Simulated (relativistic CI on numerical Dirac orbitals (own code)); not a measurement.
# Tb³⁺: one ion under different settings

Aim: see what numerical and physical settings do to the SCF, the total energy and the lowest levels of Tb³⁺.

Method: Dirac-Coulomb-Breit CI, KLI orbitals optimised for each configuration, model QED (radiative potential, 1s self-energy scaled to tabulated hydrogen-like ionisation energies), numerical settings as typed. Code: relativistic CI on numerical Dirac orbitals (own code) version 3.

## 1. The atom as given

| Quantity | Value |
| --- | --- |
| ion | Tb³⁺ (Tb IV) |
| nuclear charge | 65 |
| electrons | 62 |
| isotope | A = 159 |

## 2. Usual settings

Settings of the run:

```ini
atom Tb  Z=65  charge=3  electrons=62
nucleus A=159  rms_radius_fm=5.0600
hamiltonian dirac-coulomb  breit=on  qed=on  c_scale=1
orbitals kli  potential=per-configuration
slater_scale 1
correlation none
mixing on
grid step=0.0125 r_max=50.3
scf mixing=0.4 start=green max_iterations=150 tolerance=2e-08 node_fill=0.05
configurations
  [Xe] 4f8
end
```

The run is started by

```sh
$ python run_levels.py task.json out
```

The settings of every run stand in task.json; they run in order.

## 3. Tolerance 0.0001, Breit term off, speed-of-light factor 10

Settings of the run:

```ini
atom Tb  Z=65  charge=3  electrons=62
nucleus A=159  rms_radius_fm=5.0600
hamiltonian dirac-coulomb  breit=off  qed=on  c_scale=10
orbitals kli  potential=per-configuration
slater_scale 1
correlation none
mixing on
grid step=0.0125 r_max=50.3
scf mixing=0.4 start=green max_iterations=150 tolerance=0.0001 node_fill=0.05
configurations
  [Xe] 4f8
end
```

## 4. Speed-of-light factor 2

Settings of the run:

```ini
atom Tb  Z=65  charge=3  electrons=62
nucleus A=159  rms_radius_fm=5.0600
hamiltonian dirac-coulomb  breit=on  qed=on  c_scale=2
orbitals kli  potential=per-configuration
slater_scale 1
correlation none
mixing on
grid step=0.0125 r_max=50.3
scf mixing=0.4 start=green max_iterations=150 tolerance=2e-08 node_fill=0.05
configurations
  [Xe] 4f8
end
```

## 5. Grid step 0.03

Settings of the run:

```ini
atom Tb  Z=65  charge=3  electrons=62
nucleus A=159  rms_radius_fm=5.0600
hamiltonian dirac-coulomb  breit=on  qed=on  c_scale=1
orbitals kli  potential=per-configuration
slater_scale 1
correlation none
mixing on
grid step=0.03 r_max=50.3
scf mixing=0.4 start=green max_iterations=150 tolerance=2e-08 node_fill=0.05
configurations
  [Xe] 4f8
end
```

## 6. Slater scale 1.2, tolerance 1e-10, nuclear radius 6.578

Settings of the run:

```ini
atom Tb  Z=65  charge=3  electrons=62
nucleus A=159  rms_radius_fm=6.5780
hamiltonian dirac-coulomb  breit=on  qed=on  c_scale=1
orbitals kli  potential=per-configuration
slater_scale 1.2
correlation none
mixing on
grid step=0.0125 r_max=50.3
scf mixing=0.4 start=green max_iterations=150 tolerance=1e-10 node_fill=0.05
configurations
  [Xe] 4f8
end
```

(Steps that only read results are left out.)

Q: Predict the outcome of this session. Wanted: lowest level, usual settings; total energy; first excitation.

**Answer**, as computed:

| setting | total energy less usual (Ha) | largest shift of a level among the lowest eight of both runs, same label and place (cm⁻¹) | SCF iterations | time | lowest level | kind of change |
| --- | --- | --- | --- | --- | --- | --- |
| usual | 0 | 0 | 14 | 0.23 s | 4f8 7F6 | - |
| tolerance 0.0001, Breit term off, speed-of-light factor 10 | 468 | 5590 | 9 | 0.2 s | 4f8 7F6 | unphysical constant |
| speed-of-light factor 2 | 364 | 4060 | 14 | 0.23 s | 4f8 7F6 | unphysical constant |
| grid step 0.03 | 0.000438 | 0 | 14 | 0.14 s | 4f8 7F6 | numerical |
| Slater scale 1.2, tolerance 1e-10, nuclear radius 6.578 | 0.46 | 4750 | 17 | 0.24 s | 4f8 7F6 | unphysical constant |

```
                    quantity           value
lowest level, usual settings         4f8 7F6
                total energy  -11693.2675 Ha
            first excitation     2006.9 cm⁻¹
```

Among the runs whose levels can be followed, they move most under «tolerance 0.0001, Breit term off, speed-of-light factor 10» (unphysical constant), by up to 5590 cm⁻¹. Only the listed configurations are in the model. Near neutrality, missing correlation can shift configurations against each other by thousands of cm⁻¹.
